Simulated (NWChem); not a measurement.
# A workflow on ClF3H2Si

We compute a single-point energy (singlet ClF3H2Si, B97-D-own D2/cc-pVDZ), then a single-point energy (singlet ClF2HSi, B97-D-own D2/cc-pVDZ), then a single-point energy (singlet FH, B97-D-own D2/cc-pVDZ), then a single-point energy (singlet ClF2HSi, B97-D-own D2/cc-pVDZ), then the energy (singlet FH, B97-D-own D2/cc-pVDZ) of ClF3H2Si and its partners. 

The results are computed with NWChem 7.3.0.

**1. Starting point**

ClF3H2Si has 7 atoms, charge 0, and is taken as a singlet.

Bond lengths: F1–Si2 1.577 Å, Si2–F3 1.577 Å, Si2–Cl4 2.018 Å, Si2–H5 1.465 Å, F6–H7 0.920 Å. Angles: F1–Si2–F3 107.6°, F1–Si2–Cl4 109.0°, F3–Si2–Cl4 109.0°, F1–Si2–H5 109.8°, F3–Si2–H5 109.8°, Cl4–Si2–H5 111.5°.

**2. A single-point energy at B97-D-own D2/cc-pVDZ (pair key f67ab10ad4, separation 0.9) (run 1)**

sp.nw reads:

```
start sp
memory 2200 mb

geometry units atomic noautosym nocenter noautoz
  F   -0.66061046  -1.14638346   2.69920921
  Si   0.16236527   0.02751441   0.08704079
  F   -0.08216529   2.98871525   0.31135128
  Cl  -2.20621746  -1.21176798  -2.63284203
  H    2.78662794  -0.65807823  -0.46475924
  F    1.71511543   7.67761709   1.08659252
  H    2.23499798   9.21889662   1.70014880
end

basis spherical bse
  * library cc-pVDZ
end

dft
  xc becke97-d
  grid fine
  convergence energy 1e-08
  maxiter 100
  mulliken
  print low
end

task dft energy
```

Started as:

```
nwchem sp.nw > sp.out
```

Log:

```text
Northwest Computational Chemistry Package (NWChem) 7.3.0
             --------------------------------------------------------

           Job information
           ---------------

    nwchem branch   = 7.3.0
    use scalapack   = T
    input           = sp.nw
    prefix          = sp.
    data base       = ./sp.db
    status          = startup
    nproc           =        1

           Memory information
           ------------------

    heap     =     72089600 doubles =      550.0 Mbytes
    stack    =     72089597 doubles =      550.0 Mbytes
    global   =    144179200 doubles =     1100.0 Mbytes (distinct from heap & stack)
    total    =    288358397 doubles =     2200.0 Mbytes
    verify   = yes
    hardfail = no

[... 34 lines left out ...]
            Nuclear Dipole moment (a.u.)
[... 90 lines left out ...]
   convergence    iter        energy       DeltaE   RMS-Dens  Diis-err    time
[... 13 lines left out ...]
         Total DFT energy =    -1050.450140736916
      One electron energy =    -2050.444632811993
           Coulomb energy =      783.774747743259
    Exchange-Corr. energy =      -81.441701964640
 Nuclear repulsion energy =      297.666371220011
[... 21 lines left out ...]
     -------------------------------------------
      Total Density - Lowdin Population Analysis
     -------------------------------------------

    Atom       Charge   Shell Charges
 -----------   ------   -------------------------------------------------------
    1 F    9     9.08   1.92  0.93  0.85  3.22  2.15  0.00
    2 Si  14    13.81   2.00  1.80  0.67  0.39  5.91  1.26  0.75  1.03
    3 F    9     9.07   1.92  0.93  0.85  3.22  2.14  0.01
    4 Cl  17    16.97   2.00  1.79  1.05  0.90  5.97  2.99  2.25  0.02
    5 H    1     1.08   0.63  0.41  0.03
    6 F    9     9.05   1.92  0.90  0.85  3.22  2.14  0.01
    7 H    1     0.95   0.54  0.15  0.26

 Task  times  cpu:       29.1s     wall:       29.1s
 Total times  cpu:       29.1s     wall:       29.1s
```

It took 30 s on 1 thread of Intel Xeon 6975P-C (Granite Rapids), shared host; peak memory 0.11 GiB.

**3. ClF2HSi: the energy at B97-D-own D2/cc-pVDZ (pair key f67ab10ad4, separation 0.9) (run 2)**

clf2hsi.nw reads:

```
start clf2hsi
memory total 2200 mb
geometry units angstroms noautosym nocenter noautoz
   F    -0.349580   -0.606640    1.428360
   Si    0.085920    0.014560    0.046060
   F    -0.043480    1.581560    0.164760
   Cl   -1.167480   -0.641240   -1.393240
   H     1.474620   -0.348240   -0.245940
end
basis spherical bse
   F library cc-pVDZ
   Si library cc-pVDZ
   Cl library cc-pVDZ
   H library cc-pVDZ
end
dft
   xc becke97-d
   grid fine
   convergence energy 1e-08
   iterations 100
   mulliken
   print low
end
task dft
```

Started as:

```
nwchem clf2hsi.nw > clf2hsi.out
```

Log:

```text
Northwest Computational Chemistry Package (NWChem) 7.3.0
             --------------------------------------------------------

           Job information
           ---------------

    nwchem branch   = 7.3.0
    use scalapack   = T
    input           = clf2hsi.nw
    prefix          = clf2hsi.
    data base       = ./clf2hsi.db
    status          = startup
    nproc           =        1

           Memory information
           ------------------

    heap     =     72089594 doubles =      550.0 Mbytes
    stack    =     72089599 doubles =      550.0 Mbytes
    global   =    144179200 doubles =     1100.0 Mbytes (distinct from heap & stack)
    total    =    288358393 doubles =     2200.0 Mbytes
    verify   = yes
    hardfail = no

[... 35 lines left out ...]
            Nuclear Dipole moment (a.u.)
[... 79 lines left out ...]
   convergence    iter        energy       DeltaE   RMS-Dens  Diis-err    time
[... 11 lines left out ...]
         Total DFT energy =     -950.058396484881
      One electron energy =    -1776.135571264516
           Coulomb energy =      665.763603642855
    Exchange-Corr. energy =      -70.609141912382
 Nuclear repulsion energy =      230.926532865887
[... 19 lines left out ...]
     -------------------------------------------
      Total Density - Lowdin Population Analysis
     -------------------------------------------

    Atom       Charge   Shell Charges
 -----------   ------   -------------------------------------------------------
    1 F    9     9.08   1.92  0.93  0.85  3.22  2.15  0.00
    2 Si  14    13.81   2.00  1.80  0.67  0.39  5.91  1.26  0.75  1.03
    3 F    9     9.08   1.92  0.93  0.85  3.22  2.15  0.00
    4 Cl  17    16.97   2.00  1.79  1.05  0.90  5.97  2.99  2.25  0.02
    5 H    1     1.08   0.63  0.41  0.03

 Task  times  cpu:       21.6s     wall:       21.6s
 Total times  cpu:       21.6s     wall:       21.6s
```

Wall time 22 s (1 thread of Intel Xeon 6975P-C (Granite Rapids), shared host); peak memory 0.11 GiB.

**4. FH: a single-point energy at B97-D-own D2/cc-pVDZ (pair key f67ab10ad4, separation 0.9) (run 3)**

struct.nw reads:

```
start struct
title "FH B97-D"
memory stack 880 mb heap 220 mb global 1100 mb

geometry noautosym nocenter noautoz
   F        0.907600       4.062820       0.575000
   H        1.182710       4.878430       0.899680
end

basis spherical bse
   * library cc-pVDZ
end

dft
   xc becke97-d
   grid fine
   convergence energy 1e-08
   maxiter 100
   mulliken
   print low
end

task dft energy
```

Started as:

```
nwchem struct.nw > struct.out
```

Log:

```text
Northwest Computational Chemistry Package (NWChem) 7.3.0
             --------------------------------------------------------

           Job information
           ---------------

    nwchem branch   = 7.3.0
    use scalapack   = T
    input           = struct.nw
    prefix          = struct.
    data base       = ./struct.db
    status          = startup
    nproc           =        1

           Memory information
           ------------------

    heap     =     28835836 doubles =      220.0 Mbytes
    stack    =    115343361 doubles =      880.0 Mbytes
    global   =    144179200 doubles =     1100.0 Mbytes (distinct from heap & stack)
    total    =    288358397 doubles =     2200.0 Mbytes
    verify   = yes
    hardfail = no

[... 33 lines left out ...]
            Nuclear Dipole moment (a.u.)
[... 61 lines left out ...]
   convergence    iter        energy       DeltaE   RMS-Dens  Diis-err    time
[... 9 lines left out ...]
         Total DFT energy =     -100.391426981485
      One electron energy =     -150.744957540585
           Coulomb energy =       56.012901496397
    Exchange-Corr. energy =      -10.836340936498
 Nuclear repulsion energy =        5.176971628507
[... 1 line left out ...]
    Dispersion correction =       -0.000001629308

 Numeric. integr. density =       10.000000019745

     Total iterative time =      0.7s

     ---------------------------------------------
      Total Density - Mulliken Population Analysis
     ---------------------------------------------

    Atom       Charge   Shell Charges
 -----------   ------   -------------------------------------------------------
    1 F    9     9.20   2.01  0.89  0.96  3.36  1.98  0.00
    2 H    1     0.80   0.66  0.04  0.11

     -------------------------------------------
      Total Density - Lowdin Population Analysis
     -------------------------------------------

    Atom       Charge   Shell Charges
 -----------   ------   -------------------------------------------------------
    1 F    9     9.05   1.92  0.90  0.85  3.22  2.15  0.01
    2 H    1     0.95   0.54  0.15  0.26

 Task  times  cpu:        0.7s     wall:        0.7s
 Total times  cpu:        0.7s     wall:        0.7s
```

Wall time 1.4 s (1 thread of Intel Xeon 6975P-C (Granite Rapids), shared host); peak memory 0.1 GiB.

**5. ClF2HSi among ghost functions: the energy at B97-D-own D2/cc-pVDZ (pair key f67ab10ad4, separation 0.9, with ghost functions) (run 4)**

work.nw reads:

```
START work
TITLE "ClF2HSi B97-D"
memory stack 880 mb heap 220 mb global 1100 mb

GEOMETRY units angstroms noautosym nocenter noautoz
F    -0.349580   -0.606640    1.428360
Si    0.085920    0.014560    0.046060
F    -0.043480    1.581560    0.164760
Cl   -1.167480   -0.641240   -1.393240
H     1.474620   -0.348240   -0.245940
bqF      0.907600     4.062820     0.575000
bqH      1.182710     4.878430     0.899680
END

BASIS spherical bse
F library cc-pVDZ
Si library cc-pVDZ
Cl library cc-pVDZ
H library cc-pVDZ
bqF library F cc-pVDZ
bqH library H cc-pVDZ
END

DFT
xc becke97-d
grid fine
convergence energy 1e-08
iterations 100
mulliken
print low
END

TASK dft energy
```

Started as:

```
nwchem work.nw > work.out
```

Log:

```text
Northwest Computational Chemistry Package (NWChem) 7.3.0
             --------------------------------------------------------

           Job information
           ---------------

    nwchem branch   = 7.3.0
    use scalapack   = T
    input           = work.nw
    prefix          = work.
    data base       = ./work.db
    status          = startup
    nproc           =        1

           Memory information
           ------------------

    heap     =     28835836 doubles =      220.0 Mbytes
    stack    =    115343361 doubles =      880.0 Mbytes
    global   =    144179200 doubles =     1100.0 Mbytes (distinct from heap & stack)
    total    =    288358397 doubles =     2200.0 Mbytes
    verify   = yes
    hardfail = no

[... 40 lines left out ...]
            Nuclear Dipole moment (a.u.)
[... 91 lines left out ...]
   convergence    iter        energy       DeltaE   RMS-Dens  Diis-err    time
[... 11 lines left out ...]
         Total DFT energy =     -950.059056485714
      One electron energy =    -1776.115905160298
           Coulomb energy =      665.741840463444
    Exchange-Corr. energy =      -70.607704838022
 Nuclear repulsion energy =      230.926532865887
[... 21 lines left out ...]
     -------------------------------------------
      Total Density - Lowdin Population Analysis
     -------------------------------------------

    Atom       Charge   Shell Charges
 -----------   ------   -------------------------------------------------------
    1 F    9     9.07   1.92  0.93  0.85  3.22  2.15  0.00
    2 Si  14    13.81   2.00  1.80  0.67  0.39  5.91  1.26  0.75  1.03
    3 F    9     9.07   1.92  0.93  0.85  3.22  2.15  0.00
    4 Cl  17    16.97   2.00  1.79  1.05  0.90  5.97  2.99  2.25  0.02
    5 H    1     1.08   0.63  0.41  0.03
    6 X    0     0.00   0.00  0.00  0.00  0.00  0.00  0.00
    7 X    0     0.00   0.00  0.00  0.00

 Task  times  cpu:       26.4s     wall:       26.4s
 Total times  cpu:       26.4s     wall:       26.4s
```

Run time: 27 s. Hardware: 1 thread of Intel Xeon 6975P-C (Granite Rapids), shared host; peak memory 0.11 GiB.

**6. FH among ghost functions: the energy at B97-D-own D2/cc-pVDZ (pair key f67ab10ad4, separation 0.9, with ghost functions) (run 5)**

geom.nw reads:

```
start geom
title "FH energy"
memory stack 880 mb heap 220 mb global 1100 mb

geometry units atomic noautosym nocenter noautoz
 F      1.71511543     7.67761709     1.08659252
 H      2.23499798     9.21889662     1.70014880
 bqF     -0.660610    -1.146383     2.699209
 bqSi     0.162365     0.027514     0.087041
 bqF     -0.082165     2.988715     0.311351
 bqCl    -2.206217    -1.211768    -2.632842
 bqH      2.786628    -0.658078    -0.464759
end

basis spherical bse
 F library cc-pVDZ
 H library cc-pVDZ
 bqF library F cc-pVDZ
 bqSi library Si cc-pVDZ
 bqCl library Cl cc-pVDZ
 bqH library H cc-pVDZ
end

dft
 xc becke97-d
 grid fine
 convergence energy 1e-08
 maxiter 100
 mulliken
 noprint "final vectors analysis"
end

task dft energy
```

Started as:

```
nwchem geom.nw > geom.out
```

Log:

```text
Northwest Computational Chemistry Package (NWChem) 7.3.0
             --------------------------------------------------------

           Job information
           ---------------

    nwchem branch   = 7.3.0
    use scalapack   = T
    input           = geom.nw
    prefix          = geom.
    data base       = ./geom.db
    status          = startup
    nproc           =        1

           Memory information
           ------------------

    heap     =     28835836 doubles =      220.0 Mbytes
    stack    =    115343361 doubles =      880.0 Mbytes
    global   =    144179200 doubles =     1100.0 Mbytes (distinct from heap & stack)
    total    =    288358397 doubles =     2200.0 Mbytes
    verify   = yes
    hardfail = no

[... 35 lines left out ...]
            Nuclear Dipole moment (a.u.)
[... 133 lines left out ...]
          Convergence on energy requested:  1.00D-08
[... 24 lines left out ...]
          Spatial weights used:  Erf1
[... 4 lines left out ...]
          total energy or number of iterations.
[... 34 lines left out ...]
 2-e energy   =      44.583394
[... 39 lines left out ...]
      One electron energy =     -150.731416729817
[... 2 lines left out ...]
 Nuclear repulsion energy =        5.176971243041
[... 35 lines left out ...]
 center of mass
 --------------
 x =   1.74130481 y =   7.75525993 z =   1.11750077

 moments of inertia (a.u.)
 ------------------
           2.633810182371          -0.766873369422          -0.305278804146
          -0.766873369422           0.618955545697          -0.905050519148
          -0.305278804146          -0.905050519148           2.532196332404

     Multipole analysis of the density
     ---------------------------------

     L   x y z        total         alpha         beta         nuclear
     -   - - -        -----         -----         ----         -------
     0   0 0 0     -0.000000     -5.000000     -5.000000     10.000000

     1   1 0 0      0.211970     -8.729533     -8.729533     17.671037
[... 8 lines of this table left out ...]
     2   0 0 2     -3.234701     -8.375678     -8.375678     13.516656

 Task  times  cpu:       17.1s     wall:       17.1s
 Total times  cpu:       17.2s     wall:       17.2s
```

Wall time 18 s (1 thread of Intel Xeon 6975P-C (Granite Rapids), shared host); peak memory 0.11 GiB.

**7. Outcome**

| quantity | value |
| --- | --- |
| run 1, B97-D-own D2/cc-pVDZ: total energy | -1050.45014 Eh |
| run 1, B97-D-own D2/cc-pVDZ: dispersion energy | -12.93 kJ/mol |
| ClF2HSi: total energy | -950.05840 Eh |
| ClF2HSi: dispersion energy | -10.03 kJ/mol |
| FH: total energy | -100.39143 Eh |
| FH: dispersion energy | 0.00 kJ/mol |
| ClF2HSi among ghost functions: total energy | -950.05906 Eh |
| ClF2HSi among ghost functions: dispersion energy | -10.03 kJ/mol |
| FH among ghost functions: total energy | -100.39240 Eh |
| FH among ghost functions: dipole moment | 1.80 D |
| FH among ghost functions: dispersion energy | 0.00 kJ/mol |
| interaction energy of the rigid parts ClF2HSi and FH (parts in their own basis) | -0.009 eV |
| interaction energy of the rigid parts ClF2HSi and FH (parts in the whole basis, counterpoise) | 0.036 eV |

The interaction energy of the rigid parts ClF2HSi and FH (parts in their own basis) is −0.01 eV (−0.2 kcal/mol): the parts attract. The interaction energy of the rigid parts ClF2HSi and FH (parts in the whole basis, counterpoise) is 0.04 eV (0.8 kcal/mol): the parts repel at this shape. The basis-set superposition error is 4.3 kJ/mol. It is larger than the uncorrected attraction, which is thus an artefact of the basis.
